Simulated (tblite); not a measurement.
# C5H9AlFO3: the cost of one run

Programs: tblite 0.8.0 and PySCF 2.14.0, with density-fitted response routines of our own. Each step states its level of theory. These are calculated values for one molecule in the gas phase, unless marked as measured. Atoms count from 0, in the outputs and in this text.

## 1. Starting geometry

19 atoms, charge -1, multiplicity 1; geometry from: force field or distance geometry start.

Bonds of the start (Å): C0–C1 1.35, C1–C2 1.49, C2–F3 1.41, C2–O4 1.44, O4–Al5 1.89, O4–C6 1.42, C6–C7 1.50, C7–O8 1.26, C7–O9 1.40, C0–H10 1.09, C0–H11 1.07, C1–H12 1.07, C2–H13 1.11, Al5–H14 1.60, Al5–H15 1.61, Al5–H16 1.59, C6–H17 1.11, C6–H18 1.11.

## 2. Optimising the geometry with GFN2-xTB

The job: settings as JSON, then the geometry in Å.

```
{"job": {"kind": "relax", "xc": "GFN2-xTB", "basis": "xTB"}, "charge": -1, "multiplicity": 1}
C      2.426900    -1.039700     0.176900
C      1.828600    -0.297700    -0.781900
C      0.343900    -0.274300    -0.922500
F     -0.008800     0.477600    -2.060100
O     -0.293300     0.227600     0.269800
Al    -0.074200     2.096200     0.449600
C     -1.681800    -0.089600     0.258200
C     -1.886700    -1.523300     0.646100
O     -1.457900    -1.962700     1.744800
O     -2.571100    -2.386800    -0.213600
H      1.822400    -1.632200     0.865700
H      3.495700    -1.048600     0.271300
H      2.446700     0.281600    -1.438700
H      0.032900    -1.323500    -1.128700
H      1.471200     2.486500     0.302600
H     -0.582600     2.547400     1.909100
H     -0.917900     2.857400    -0.664800
H     -2.241000     0.492100     1.025500
H     -2.162900     0.121100    -0.716800
```

Launch:

```
$ OMP_NUM_THREADS=1 python probes_run.py task.json out
```

One launch serves the whole session: the jobs run in the order shown.

Q: Estimate the wall time and peak memory of this first job on 1 thread of Arm Neoverse N1, shared host.

About 2.4 s, with a peak of 0.18 GiB.
